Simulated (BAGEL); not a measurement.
# C2H4NSi− (SMILES C#C[SiH-]N) at RI-MP2/cc-pVDZ (density fitting with qzvpp-jkfit)

Aim: the energy change on altering one bond length of C2H4NSi− at RI-MP2/cc-pVDZ (density fitting with qzvpp-jkfit), from 2 runs. 

The results are computed with BAGEL 1.2.2.

### 1 The structure to begin with

C2H4NSi− has 8 atoms, charge -1, and is taken as a singlet. As SMILES, `C#C[SiH-]N`. Geometry: relaxed at GFN2-xTB. This is one conformer, not always the lowest.

Bond lengths: C1–C2 1.211 Å, C2–Si3 1.874 Å, Si3–N4 1.793 Å, C1–H5 1.062 Å, Si3–H6 1.518 Å, N4–H7 1.014 Å, N4–H8 1.020 Å. Angles: C1–C2–Si3 163.3°, C2–Si3–N4 105.2°, C2–C1–H5 176.3°, C2–Si3–H6 99.0°, N4–Si3–H6 98.3°, Si3–N4–H7 111.6°, Si3–N4–H8 115.0°, H7–N4–H8 106.5°.

### 2 A single-point energy at RI-MP2/cc-pVDZ (density fitting with qzvpp-jkfit)

input.json

```json
{ "bagel": [

{
  "title": "molecule",
  "basis": "cc-pvdz.json",
  "df_basis": "qzvpp-jkfit",
  "angstrom": "true",
  "geometry": [
    { "atom": "C", "xyz": [       0.279050,       1.853940,      -1.189400 ] },
    { "atom": "C", "xyz": [       0.177520,       1.083400,      -0.260710 ] },
    { "atom": "Si", "xyz": [       0.551220,      -0.169920,       1.081360 ] },
    { "atom": "N", "xyz": [      -0.100430,      -1.724230,       0.469350 ] },
    { "atom": "H", "xyz": [       0.301890,       2.546050,      -1.994630 ] },
    { "atom": "H", "xyz": [      -0.569410,       0.172850,       2.046120 ] },
    { "atom": "H", "xyz": [       0.434460,      -2.067110,      -0.320570 ] },
    { "atom": "H", "xyz": [      -1.074300,      -1.694990,       0.168480 ] }
  ]
},

{
  "title": "hf",
  "charge": -1
},

{
  "title": "mp2",
  "charge": -1,
  "ncore": 8
}

]}
```

The basis set cc-pVDZ is read from a file made from the Basis Set Exchange's data (not shown).

Command:

```sh
$ BAGEL_NUM_THREADS=1 BAGEL input.json > input.out
```

The log of the run:

```text
* using 1 threads per process

  ===============================================================
  ===============================================================

  *** Geometry ***

  { "atom" : "C", "xyz" : [      0.527328,      3.503439,     -2.247640 ] },
  { "atom" : "C", "xyz" : [      0.335464,      2.047329,     -0.492670 ] },
  { "atom" : "Si", "xyz" : [      1.041655,     -0.321102,      2.043474 ] },
  { "atom" : "N", "xyz" : [     -0.189785,     -3.258322,      0.886943 ] },
  { "atom" : "H", "xyz" : [      0.570489,      4.811337,     -3.769304 ] },
  { "atom" : "H", "xyz" : [     -1.076029,      0.326639,      3.866606 ] },
  { "atom" : "H", "xyz" : [      0.821010,     -3.906272,     -0.605790 ] },
  { "atom" : "H", "xyz" : [     -2.030133,     -3.203067,      0.318381 ] },

  Number of auxiliary basis functions:      427

  Since a DF basis is specified, we compute 2- and 3-index integrals:
    o Being stored without compression. Storage requirement is 0.022 GB

  Number of basis functions:       80
  Number of electrons      :       37

    * METHOD: MOLECULE                             0.18

  *** RHF ***

  === Nuclear Repulsion ===
   129.6474828698

      * DIIS with orbital gradients will be used.

  === RHF iteration (cc-pvdz.json) ===
      0       -421.09289619          0.02070988           0.04
      1       -421.29555795          0.01280297           0.04
      2       -421.37398116          0.00199236           0.04
      3       -421.37671404          0.00087245           0.04
      4       -421.37717889          0.00024397           0.04
      5       -421.37722305          0.00008530           0.04
      6       -421.37723298          0.00004115           0.04
      7       -421.37723646          0.00001575           0.04
      8       -421.37723695          0.00000779           0.04
      9       -421.37723709          0.00000326           0.04
     10       -421.37723710          0.00000149           0.04
     11       -421.37723711          0.00000059           0.04
     12       -421.37723711          0.00000025           0.04
     13       -421.37723711          0.00000011           0.04
     14       -421.37723711          0.00000004           0.04
     15       -421.37723711          0.00000001           0.04
     16       -421.37723711          0.00000001           0.04
    * SCF iteration converged.

    * Permanent dipole moment:
           (    0.667928,    -0.029684,     1.439571) a.u.

    * METHOD: HF                                   0.85

  *** RHF ***

  === Nuclear Repulsion ===
   129.6474828698

      * DIIS with orbital gradients will be used.

  === RHF iteration (cc-pvdz.json) ===
      0       -421.37723711          0.00000001           0.04
    * SCF iteration converged.

    * Permanent dipole moment:
           (    0.667928,    -0.029683,     1.439571) a.u.

  === DF-MP2 calculation ===

    * freezing 8 orbitals
    * 3-index integral transformation done
    * assembly done

      MP2 correlation energy:   -0.5256550920      0.03

      MP2 total energy:       -421.9028921983

    * METHOD: MP2                                  0.12

  ===============================================================
```

It took 1.3 s on 1 thread of Arm Neoverse V1, shared host.

### 3 The distorted shape at the same level

input.json

```json
{ "bagel": [

{
  "title": "molecule",
  "basis": "cc-pvdz.json",
  "df_basis": "qzvpp-jkfit",
  "angstrom": true,
  "geometry": [
    { "atom": "C", "xyz": [    0.766024,    1.839319,   -1.038953 ] },
    { "atom": "C", "xyz": [    0.664494,    1.068779,   -0.110263 ] },
    { "atom": "Si", "xyz": [    1.038194,   -0.184541,    1.231807 ] },
    { "atom": "N", "xyz": [    0.386544,   -1.738851,    0.619797 ] },
    { "atom": "H", "xyz": [    0.788864,    2.531429,   -1.844183 ] },
    { "atom": "H", "xyz": [   -0.082436,    0.158229,    2.196567 ] },
    { "atom": "H", "xyz": [    0.921434,   -2.081731,   -0.170123 ] },
    { "atom": "H", "xyz": [   -1.074300,   -1.694990,    0.168480 ] }
  ]
},
{ "title": "hf", "charge": -1 },
{ "title": "mp2", "charge": -1, "ncore": 8 }

]}
```

The basis set cc-pVDZ is read from a file made from the Basis Set Exchange's data (not shown).

Command:

```sh
$ BAGEL_NUM_THREADS=1 BAGEL input.json > input.out
```

The log of the run:

```text
* using 1 threads per process

  ===============================================================
  ===============================================================

  *** Geometry ***

  { "atom" : "C", "xyz" : [      1.447576,      3.475809,     -1.963337 ] },
  { "atom" : "C", "xyz" : [      1.255712,      2.019700,     -0.208367 ] },
  { "atom" : "Si", "xyz" : [      1.961902,     -0.348732,      2.327778 ] },
  { "atom" : "N", "xyz" : [      0.730462,     -3.285952,      1.171247 ] },
  { "atom" : "H", "xyz" : [      1.490737,      4.783708,     -3.485001 ] },
  { "atom" : "H", "xyz" : [     -0.155781,      0.299009,      4.150910 ] },
  { "atom" : "H", "xyz" : [      1.741258,     -3.933901,     -0.321486 ] },
  { "atom" : "H", "xyz" : [     -2.030133,     -3.203067,      0.318381 ] },

  Number of auxiliary basis functions:      427

  Since a DF basis is specified, we compute 2- and 3-index integrals:
    o Being stored without compression. Storage requirement is 0.022 GB

  Number of basis functions:       80
  Number of electrons      :       37

    * METHOD: MOLECULE                             0.18

  *** RHF ***

  === Nuclear Repulsion ===
   127.8284290650

      * DIIS with orbital gradients will be used.

  === RHF iteration (cc-pvdz.json) ===
      0       -420.95937261          0.02135396           0.04
      1       -421.15239868          0.01588188           0.04
      2       -421.28308407          0.00228172           0.04
      3       -421.28740229          0.00082227           0.04
      4       -421.28803254          0.00025331           0.04
      5       -421.28809791          0.00012238           0.04
      6       -421.28811251          0.00005146           0.04
      7       -421.28811655          0.00001466           0.04
      8       -421.28811692          0.00000775           0.04
      9       -421.28811705          0.00000352           0.04
     10       -421.28811708          0.00000135           0.04
     11       -421.28811708          0.00000053           0.04
     12       -421.28811708          0.00000018           0.04
     13       -421.28811708          0.00000008           0.04
     14       -421.28811708          0.00000004           0.04
     15       -421.28811708          0.00000002           0.04
     16       -421.28811708          0.00000001           0.04
    * SCF iteration converged.

    * Permanent dipole moment:
           (    0.198877,    -0.415053,     1.261664) a.u.

    * METHOD: HF                                   0.84

  *** RHF ***

  === Nuclear Repulsion ===
   127.8284290650

      * DIIS with orbital gradients will be used.

  === RHF iteration (cc-pvdz.json) ===
      0       -421.28811708          0.00000001           0.04
    * SCF iteration converged.

    * Permanent dipole moment:
           (    0.198877,    -0.415052,     1.261664) a.u.

  === DF-MP2 calculation ===

    * freezing 8 orbitals
    * 3-index integral transformation done
    * assembly done

      MP2 correlation energy:   -0.5384860848      0.03

      MP2 total energy:       -421.8266031671

    * METHOD: MP2                                  0.12

  ===============================================================
```

It took 1.3 s on 1 thread of Arm Neoverse V1, shared host.

### 4 Summary of results

At RI-MP2/cc-pVDZ (density fitting with qzvpp-jkfit), 8 core orbitals frozen:

| quantity | value |
| --- | --- |
| first shape: total energy | -421.90289 Eh |
| first shape: correlation energy (8 core orbitals frozen) | -525.7 mEh |
| distorted shape: total energy | -421.82660 Eh |
| distorted shape: correlation energy (8 core orbitals frozen) | -538.5 mEh |
| energy change with the N4–H8 bond stretched from 1.020 to 1.530 Å | 2.076 eV |

With the N4–H8 bond stretched from 1.020 to 1.530 Å the energy rises by 2.08 eV (48 kcal/mol). The first shape isn't relaxed at this level, so the change isn't measured from a minimum.
